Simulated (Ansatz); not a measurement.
**BClH4O2Si: basis-set convergence**

Aim: see how fast density functionals converge with the basis set for BClH4O2Si.

Computed with Ansatz 0.2.0, Gaussian basis. Level: one geometry, several basis sets.

The runs, in order: PBE0-D4/def2-SVP; ωB97M-V/def2-SVP; PBE0-D4/def2-QZVPP; ωB97M-V/def2-QZVPP; the functionals' def2-TZVPP values are taken from earlier runs.

## 1. The relaxed structure

The geometry comes from an earlier relaxation with PBE0-D4 in a triple-zeta def2 set; it is a stationary point, not always the lowest conformer.

SMILES `OB(Cl)O[SiH3]`, 9 atoms, charge 0, spin multiplicity 1.

Atoms are counted from 1 here; the program's logs count them from 0.

Bond lengths: O1–B2 1.356 Å, O1–H6 0.960 Å, B2–Cl3 1.775 Å, B2–O4 1.343 Å, O4–Si5 1.659 Å, Si5–H7 1.480 Å, Si5–H8 1.483 Å, Si5–H9 1.483 Å. Angles: B2–O1–H6 113.7°, O1–B2–Cl3 120.2°, O1–B2–O4 120.7°, Cl3–B2–O4 119.1°, B2–O4–Si5 131.7°, O4–Si5–H7 106.2°, O4–Si5–H8 110.0°, O4–Si5–H9 110.0°, H7–Si5–H8 110.2°, H7–Si5–H9 110.3°, H8–Si5–H9 110.1°.

## 2. PBE0-D4 in def2-SVP

in.yaml

```yaml
crystal:
  periodic: [false, false, false]
  atoms:
    - {symbol: O, position_ang: [-1.488844, 0.491114, 0.723104]}
    - {symbol: B, position_ang: [-0.230047, 0.993200, 0.686034]}
    - {symbol: Cl, position_ang: [0.150735, 2.510624, 1.524862]}
    - {symbol: O, position_ang: [0.744522, 0.354718, 0.017872]}
    - {symbol: Si, position_ang: [0.741010, -1.054418, -0.858048]}
    - {symbol: H, position_ang: [-2.103899, 1.027573, 1.228082]}
    - {symbol: H, position_ang: [2.126179, -1.242952, -1.344074]}
    - {symbol: H, position_ang: [-0.193316, -0.936441, -2.003719]}
    - {symbol: H, position_ang: [0.342160, -2.189717, 0.008788]}
basis:
  gaussian: {orbitals: def2-SVP}
hamiltonian: {xc: pbe0, dispersion: d4}
output: {orbitals: {seedname: orbitals}}
```

After this run come: ωB97M-V in def2-SVP; PBE0-D4 in def2-QZVPP; ωB97M-V in def2-QZVPP.

Q: Predict the results of all the runs planned. Wanted: PBE0-D4: double and triple zeta above quadruple; ωB97M-V: double and triple zeta above quadruple.

As calculated:

```
                                       quantity           value
PBE0-D4: double and triple zeta above quadruple  13.78, 0.92 eV
ωB97M-V: double and triple zeta above quadruple  13.81, 0.86 eV
```

In words: PBE0-D4 gains 12.85 eV from double to triple zeta, then 0.92 eV more. These are total energies; as a rule much of such shifts cancels in differences, which this series doesn't test. The LUMO of ωB97M-V is positive and keeps falling with the basis (2.52 to 1.21 eV): an unbound level that the basis holds in place.
